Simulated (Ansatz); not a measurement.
# I, space group Im-3m: a phonon calculation by linear response

With Ansatz 0.2.0 through its Python package.

Contents of `i.xyz`:
```text
1
Lattice="-2.08937544 2.08937544 2.08937544 2.08937544 -2.08937544 2.08937544 2.08937544 2.08937544 -2.08937544" Properties=species:S:1:pos:R:3 pbc="T T T"
I     0.00000000    0.00000000    0.00000000
```

Run as a notebook:

```python
from pathlib import Path

import ansatz as az
import numpy as np

XC = "pbesol"
SMEARING = "cold"
WIDTH_EV = 0.1
KMESH = (10, 10, 10)
```

```python
material = az.Crystal.from_extxyz("i.xyz")

[site.symbol for site in material.resolved().sites]
```

    ['I']

```python
calc = (
    material.calculation()
    .functional(XC)
    .pseudopotentials("paw")
    .occupations(SMEARING, width=WIDTH_EV)
    .kpoints(*KMESH)
    .phonons("dfpt", points=[(0, 0, 0), (0.5, 0.5, 0)])
)
done = calc.run(threads=1, backend="cpu", runs_dir="runs")
ph = done.phonons
```

    DeckWarning: basis.ecutwfc = 420 eV, auto-derived from the records' recommended cutoffs: set by I (normal level)
    RunWarning: eigensolver did not converge (k=6): 1 band(s) unlocked after 20 sweeps at ethr=1.00e-12 eV (lowest unlocked band 12, counted from 0; max residual 6.22e-5 eV among the unlocked bands, [...]

```python
for q in ph.qpoints:
    print("q =", np.round(q.q_frac, 3), "1/cm:", " ".join(f"{w:.1f}" for w in q.omega_inv_cm))
```

    q = [0. 0. 0.] 1/cm: 0.0 0.0 0.0
    q = [0.5 0.5 0. ] 1/cm: 14.6 37.1 71.8

Caveats:
- The cell holds an odd number of electrons and is run without spin, so a magnetic state may lie lower.
- The cell isn't relaxed first, so the values belong to this volume.
- The mesh is modest for a metal, so energies can be off by several to tens of meV an atom and pressures by half a GPa or more; differences at equal mesh fare better.
- This isn't the structure that I takes at ambient conditions.
- Warnings are shown shortened and without file and line.
- The structure is taken as given; imaginary modes can come from an unrelaxed or unstable start. Phonons of metals also depend on mesh and smearing.
- Timing: 28 s on 1 thread of Arm Neoverse V1, on a shared host, peak memory 0.68 GiB.

(Lines on the test bed's own set-up are left out of the output.)
